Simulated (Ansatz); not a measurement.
# Lu3GaC: the cost of one run

Computed with Ansatz 0.2.0 through its Python package. Level of theory: DFT PBEsol, plane waves, PAW.

### Step 1. Starting point

Symmetry: Pm-3m, No. 221, cubic system. The conventional cell has a = 4.686 Å, b = 4.686 Å, c = 4.686 Å, α = 90.00°, β = 90.00°, γ = 90.00°. Lu (site symmetry 4/mmm) has 2 C at 2.34 Å as nearest neighbours. Around Ga (site symmetry m-3m) lie 12 Lu at 3.31 Å. C (site symmetry m-3m) has 6 Lu at 2.34 Å as nearest neighbours.

No structure file is read: the coordinates are typed or built in the script.

### Step 2. The code

File lu3gac.py:

```python
"""Editing single keys of the input for Lu3GaC."""

import ansatz
import pandas as pd
from pymatgen.core import Lattice, Structure
from pymatgen.io.ase import AseAtomsAdaptor


def main() -> None:
    pmg_structure = Structure(
        Lattice([(4.685745, 0.0, 0.0), (0.0, 4.685745, 0.0), (0.0, 0.0, 4.685745)]),
        ["Lu", "Lu", "Lu", "Ga", "C"],
        [
            (0.5, 0.0, 0.0),
            (0.0, 0.5, 0.0),
            (0.0, 0.0, 0.5),
            (0.5, 0.5, 0.5),
            (0.0, 0.0, 0.0),
        ],
    )
    system = ansatz.Crystal.from_ase(AseAtomsAdaptor.get_atoms(pmg_structure))

    calc = (
        system.calculation()
        .functional(ansatz.Functional.PBESOL)
        .basis(530)
        .accuracy("low")
        .kpoints(4)
        .occupations("cold", width=150 * ansatz.meV)
        .band_table()
    )
    typed = calc.input()
    rows = []
    for value in [0.1, 0.3, 0.6]:
        edited = typed.set(ansatz.key.scf.mixing.beta, value)
        rep = ansatz.Session.from_dict(edited).plan().execute().report
        rows.append((value, rep["free_energy_ev"], rep["n_iterations"], len(rep["eigenvalues_ev"][0]) if "eigenvalues_ev" in rep else 0))
    print(pd.DataFrame(rows, columns=["beta", "F eV", "iterations", "bands listed"]).round(4).to_string(index=False))


if __name__ == "__main__":
    main()
```

### Step 3. The input behind the calls

The package turns the script's settings into the engine's input (first run):

```yaml
crystal:
  lattice:
    - [4.685745, 0.0, 0.0]
    - [0.0, 4.685745, 0.0]
    - [0.0, 0.0, 4.685745]
  atoms:
    - { symbol: Lu, position: [0.5, 0.0, 0.0] }
    - { symbol: Lu, position: [0.0, 0.5, 0.0] }
    - { symbol: Lu, position: [0.0, 0.0, 0.5] }
    - { symbol: Ga, position: [0.5, 0.5, 0.5] }
    - { symbol: C, position: [0.0, 0.0, 0.0] }
accuracy: low
basis:
  ecutwfc: 530.0
kpoints:
  mp_grid:
    grid: [4, 4, 4]
hamiltonian:
  xc: pbesol
scf:
  occupations:
    method: cold
    width: 0.15
  mixing:
    beta: 0.1
output:
  eigenvalues: true
```

### Step 4. Launch

Started as:

```console
> python lu3gac.py
```

**Question.** How long does this script take on 1 thread of Arm Neoverse V1, shared host, and how much memory does it need?

About 17 s, with a peak of 0.57 GiB.
